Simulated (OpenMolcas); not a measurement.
**Co³⁺ among point charges: CASSCF and CASPT2 levels and susceptibility**

Aim: the splitting of the states of Co³⁺ in the field of 6 point charges, its lowest levels with spin-orbit coupling and its magnetic susceptibility.

Method: state-averaged CASSCF and CASPT2, spin-orbit coupling by RASSI with atomic mean-field integrals. Code: OpenMolcas 26.06.

### 1 Starting point

```
Species                           : Co³⁺ (cobalt, Z = 27, 24 electrons)
Basis                             : ANO-RCC-VDZP [5s4p2d1f], 34 functions
Scalar Hamiltonian                : DKH2, point nucleus
Inactive shells                   : 1s 2s 2p 3s 3p
Active space                      : 6 electrons in 5 orbitals (3d)
Some configurations of this space : 3d6
Orbitals                          : optimised for each spin and parity, averaged over all roots
```

Outer shells as boxes (Hund's rule):

3d6
```
3d [↑↓][↑ ][↑ ][↑ ][↑ ]
```

The ion sits among 6 point charges of -1 e arranged as an octahedron (Oh), 2.11 Å from the ion.

Each step is its own input file, run in one work folder so that later steps find the files of earlier ones. Labels, J, g values, rates, χT and fits are worked out afterwards by a script from the matrices that RASSI stores. The input lists half of the charges; inversion (Group=XYZ) makes the rest.

### 2 One- and two-electron integrals

Contents of a.inp:

```
&GATEWAY
Coord
1

Co 0.0 0.0 0.0
Basis=ANO-RCC-VDZP
Group=XYZ
NoMove
AngMom=0.0 0.0 0.0
AMFI
XField
3 Angstrom 0
2.110000 0.000000 0.000000 -1.000000
0.000000 2.110000 0.000000 -1.000000
0.000000 0.000000 2.110000 -1.000000
&SEWARD
```

On the command line:

```
$ OMP_NUM_THREADS=1 MOLCAS_MEM=1689 MOLCAS_PROJECT=a pymolcas a.inp > a.log
```

### 3 Reference wave functions, quintets of even parity, 5 roots

Contents of a.inp:

```
&RASSCF
FileOrb=start.orb
Symmetry=1
Spin=5
nActEl=6 0 0
Inactive=3 6
Ras2=5 0
CIRoot=5 5 1
SDav=5
CIMx=300
Iter=120 100
PrWF=0.3
OrbListing=Nothing
MaxOrb=0
>>> COPY $Project.JobIph JOB001
```

start.orb holds the contracted functions of the basis, ordered by shell, or the orbitals of the step before.

### 4 CASSCF: triplets of even parity, 45 roots

Contents of a.inp:

```
&RASSCF
FileOrb=start.orb
Symmetry=1
Spin=3
nActEl=6 0 0
Inactive=3 6
Ras2=5 0
CIRoot=45 45 1
SDav=45
CIMx=300
Iter=120 100
PrWF=0.3
OrbListing=Nothing
MaxOrb=0
>>> COPY $Project.JobIph JOB002
```

### 5 CASSCF: singlets of even parity, 50 roots

Contents of a.inp:

```
&RASSCF
FileOrb=start.orb
Symmetry=1
Spin=1
nActEl=6 0 0
Inactive=3 6
Ras2=5 0
CIRoot=50 50 1
SDav=50
CIMx=300
Iter=120 100
PrWF=0.3
OrbListing=Nothing
MaxOrb=0
>>> COPY $Project.JobIph JOB003
```

### 6 RASSI: spin-orbit coupling between the states

Contents of a.inp:

```
&RASSI
NrOfJobIphs=3 5 45 50
1 2 3 4 5
1 2 3 4 5 6 7 8 9 10 11 12 13 14 15 16 17 18 19 20 21 22 23 24 25 26 27
28 29 30 31 32 33 34 35 36 37 38 39 40 41 42 43 44 45
1 2 3 4 5 6 7 8 9 10 11 12 13 14 15 16 17 18 19 20 21 22 23 24 25 26 27
28 29 30 31 32 33 34 35 36 37 38 39 40 41 42 43 44 45 46 47 48 49 50
IphNames
JOB001
JOB002
JOB003
EJob
SpinOrbit
DIPRint=1.0
SOCoupling=1000.0
Subsets=2
Property=9
'ANGMOM' 1 'ANGMOM' 2 'ANGMOM' 3 'MLTPL  1' 1 'MLTPL  1' 2 'MLTPL  1' 3
'AMFI' 1 'AMFI' 2 'AMFI' 3
SOProperty=3
'ANGMOM' 1 'ANGMOM' 2 'ANGMOM' 3
```

### 7 CASPT2: IPEA 0.25, imaginary shift 0.1 (closed shells correlated: 3s 3p)

Contents of a.inp:

```
>>> COPY JOB001 $Project.JobIph
&CASPT2
Multistate=5 1 2 3 4 5
NoMult
Frozen=2 3
IPEA=0.25
Imaginary=0.1
MaxIter=60
WThr=0.0 0.3 0.05
PrWF=0.5
NoMix
>>> COPY JOB002 $Project.JobIph
&CASPT2
Multistate=45 1 2 3 4 5 6 7 8 9 10 11 12 13 14 15 16 17 18 19 20 21 22
23 24 25 26 27 28 29 30 31 32 33 34 35 36 37 38 39 40 41 42 43 44 45
NoMult
Frozen=2 3
IPEA=0.25
Imaginary=0.1
MaxIter=60
WThr=0.0 0.3 0.05
PrWF=0.5
NoMix
>>> COPY JOB003 $Project.JobIph
&CASPT2
Multistate=50 1 2 3 4 5 6 7 8 9 10 11 12 13 14 15 16 17 18 19 20 21 22
23 24 25 26 27 28 29 30 31 32 33 34 35 36 37 38 39 40 41 42 43 44 45 46
47 48 49 50
NoMult
Frozen=2 3
IPEA=0.25
Imaginary=0.1
MaxIter=60
WThr=0.0 0.3 0.05
PrWF=0.5
NoMix
```

(Steps that only read results are left out.)

**Question.** What will these runs give? Wanted: spin-free ground state; first state of the same spin within the active space; lowest level; next level.

The runs gave:

| quantity | value |
| --- | --- |
| method | SS-CASPT2, IPEA 0.25, imaginary shift 0.1 (closed shells correlated: 3s 3p) |
| spin-free ground state | 5T2, 3-fold in its orbital part |
| first state of the same spin within the active space | 5E at 1740 cm⁻¹ |
| lowest level | 3-fold T2 |
| next level | 205.6 cm⁻¹ |
| χT at 300 K | 4.81 cm³ K/mol |
| effective moment at 300 K | 6.20 μB |

Cost by method:

```csv
method,time of its own steps,time with the reference
A. CASSCF,20 s,20 s
"B. SS-CASPT2, IPEA 0.25, imaginary shift 0.1, +3s 3p",5.1 s,25 s
```

Times are of one thread on a shared host.

**Reading.** The spin-free ground state (5T2) comes to 100 % from free-ion D terms and keeps the highest spin of the shell. χT at 300 K is 4.81, against 3.01 cm³ K/mol for the spin alone, so orbital moment adds to it. An active space of the d shell alone favours high spin; real ions in strong fields can be low spin. CASPT2 does not keep the components of a term degenerate, and the means are used. The field of point charges can differ much from that of real complexes. With metal d orbitals alone active, the gaps between spin states are rough; where two lie within a few thousand cm-1, their order is open. Point charges carry no covalency, so the field is a model and not that of real ligands.
